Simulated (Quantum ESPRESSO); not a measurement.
Crystal: PtS2.

```
CELL_PARAMETERS angstrom
3.54320 0.00000 0.00000
-1.77160 3.06850 0.00000
0.00000 0.00000 10.07760
ATOMIC_POSITIONS crystal
Pt 0.00000 0.00000 0.00000
S 0.33333 0.66667 0.12500
S 0.66667 0.33333 0.37500
Pt 0.00000 0.00000 0.50000
S 0.33333 0.66667 0.62500
S 0.66667 0.33333 0.87500
```

Base run:

```yaml
Program: Quantum ESPRESSO 7.5
Functional: PBE
Potentials_or_basis: GBRV 1.5 PBE
Cutoff: 612 eV
Density_cutoff: 4898 eV
k_mesh: 5 × 5 × 2
Occupations: gaussian, width 0.05 eV
Spin: collinear spin, antiferromagnetic start
Starting_moments: "[4.0, 0.0, 0.0, -4.0, -0.0, -0.0] μB"
Hubbard_terms: Pt d U = 5 eV
```

Its results: band gap on the k mesh 0.65 eV; pressure 2.6 GPa; net moment 0.00 μB per cell; largest force 0.226 eV/Å.

The run is repeated on the same cell with these changes: hubbard terms from Pt d U = 5 eV to Pt d U = 8 eV. What comes out?

Band gap on the k mesh 0.56 eV; pressure 3.0 GPa; net moment 0.00 μB per cell; largest force 0.147 eV/Å.

Caveats: spin-orbit coupling is left out, which moves the levels of the heavy elements; an odd mesh through Γ misses points on the zone boundary, where band edges often lie; the cell's inner coordinates are idealised or old, which leaves forces on the atoms.
